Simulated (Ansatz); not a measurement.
# H8O2Si2: the cost of one run

Method: PBE0-D4, def2-SVP first, then def2-TZVP; program: Ansatz 0.2.0, Gaussian basis.

152 further runs of the same task are left out: 152 set aside as unsound or not needed.

## 1. Where the work starts

The guess: 12 atoms, charge 0, spin multiplicity 1.

Atoms are counted from 1 here; the program's logs count them from 0.

Bond lengths: Si1–O2 1.764 Å, Si1–O3 1.624 Å, Si1–H5 1.484 Å, Si1–H6 1.452 Å, O2–H7 1.125 Å, O2–H9 0.974 Å, O3–Si4 1.610 Å, Si4–H10 1.463 Å, Si4–H11 1.462 Å, Si4–H12 1.461 Å. Angles: O2–Si1–O3 105.9°, O2–Si1–H5 93.7°, O2–Si1–H6 129.2°, O3–Si1–H5 99.5°, O3–Si1–H6 119.0°, H5–Si1–H6 100.7°, Si1–O2–H7 89.6°, Si1–O2–H9 128.8°, H7–O2–H9 138.8°, Si1–O3–Si4 144.2°, O3–Si4–H10 109.6°, O3–Si4–H11 108.9°, O3–Si4–H12 102.8°, H10–Si4–H11 110.4°, H10–Si4–H12 111.9°, H11–Si4–H12 112.8°.

As a file:

```xyz
12
charge 0, multiplicity 1
Si    0.8787    0.0507   -0.5909
O     0.8021    1.7579   -1.0283
O    -0.6112   -0.3443   -0.0798
Si   -1.4348   -1.2428    0.9715
H     0.7853   -0.4139   -1.9970
H     2.0125   -0.7270   -0.1251
H     0.9263    2.0333    0.0552
H     1.1752    1.1557    0.9209
H     0.4847    2.1627   -1.8557
H    -1.2902   -0.6833    2.3159
H    -0.9207   -2.6110    0.9305
H    -2.8080   -1.1380    0.4828
```

Distances that are to change: Si1–H8 1.90 Å, O2–H7 1.12 Å, Si1–O2 1.76 Å, H7–H8 1.26 Å.

## 2. Relaxing the guess with the reacting distances held

Contents of hold/in.yaml:

```yaml
crystal:
  periodic: [false, false, false]
  atoms:
    - {symbol: Si, position_ang: [0.878700, 0.050700, -0.590900]}
    - {symbol: O, position_ang: [0.802100, 1.757900, -1.028300]}
    - {symbol: O, position_ang: [-0.611200, -0.344300, -0.079800]}
    - {symbol: Si, position_ang: [-1.434800, -1.242800, 0.971500]}
    - {symbol: H, position_ang: [0.785300, -0.413900, -1.997000]}
    - {symbol: H, position_ang: [2.012500, -0.727000, -0.125100]}
    - {symbol: H, position_ang: [0.926300, 2.033300, 0.055200]}
    - {symbol: H, position_ang: [1.175200, 1.155700, 0.920900]}
    - {symbol: H, position_ang: [0.484700, 2.162700, -1.855700]}
    - {symbol: H, position_ang: [-1.290200, -0.683300, 2.315900]}
    - {symbol: H, position_ang: [-0.920700, -2.611000, 0.930500]}
    - {symbol: H, position_ang: [-2.808000, -1.138000, 0.482800]}
basis:
  gaussian: {orbitals: def2-SVP}
hamiltonian: {xc: pbe0, dispersion: d4}
relax: {f_tol: 0.04, max_steps: 150, escape_saddle: false, constraints: [{distance: [0, 7]}, {distance: [1, 6]}, {distance: [0, 1]}, {distance: [6, 7]}]}
```

Command:

```
ansatz run in.yaml --threads 4 --pin off --events-out ev --progress --plain --max-ram 9574MiB
```

**Question.** How long does this run take on 4 threads of Arm Neoverse V2, shared host?

About 27 s.
